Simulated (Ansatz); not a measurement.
# Na (Na, hcp): the cost of one run

Method: DFT r2SCAN, plane waves (500 eV) with PAW, scalar-relativistic; the PAW data stem from PBE, with regenerated cores, in Ansatz 0.2.0.

**1. The structure to begin with**

The structure is hexagonal, space group P6_3/mmc (No. 194). Conventional cell: a = 3.764 Å, b = 3.764 Å, c = 6.147 Å, α = 90.00°, β = 90.00°, γ = 120.00°. Na (site symmetry -6m2) has 12 Na at 3.76 Å as nearest neighbours.

As a file:

```xyz
2
Lattice="3.7640 0.0000 0.0000 -1.8820 3.2598 0.0000 0.0000 0.0000 6.1467" Properties=species:S:1:pos:R:3 pbc="T T T"
Na    0.0000    2.1732    1.5367
Na    1.8820    1.0866    4.6100
```

**2. Relaxation of the cell**

input.yaml

```yaml
crystal:
  lattice:
    - [3.7640418302, 0.0, 0.0]
    - [-1.8820209151, 3.2597558458, 0.0]
    - [0.0, 0.0, 6.1466803087]
  atoms:
    - { symbol: Na, position: [0.3333333333, 0.6666666667, 0.25] }
    - { symbol: Na, position: [0.6666666667, 0.3333333333, 0.75] }
hamiltonian:
  xc: r2scan
  pseudopotentials:
    kind: paw
    azcp:
      Na: "pseudopotentials/Na.paw.azcp"
basis:
  ecutwfc: 500
  fft_grid_basis: typed
kpoints:
  mp_grid: { grid: [10, 10, 5], shift: [0, 0, 0] }
magnetization:
  spin_polarized: false
scf:
  occupations: { method: fermi_dirac, width: 0.1 }
relax:
  max_steps: 60
  f_tol: 0.01
  cell: {}
```

Launch:

```sh
$ ansatz run input.yaml --threads 1 --pin off --max-ram 3584MiB --backend cpu --events-out ev --progress --plain --runs-dir out
```

Q: Estimate wall time and peak memory on 1 thread of Intel Xeon Platinum 8259CL at 2.50GHz (Skylake/Cascade Lake), shared host.

About 15 s, with a peak of 0.7 GiB.
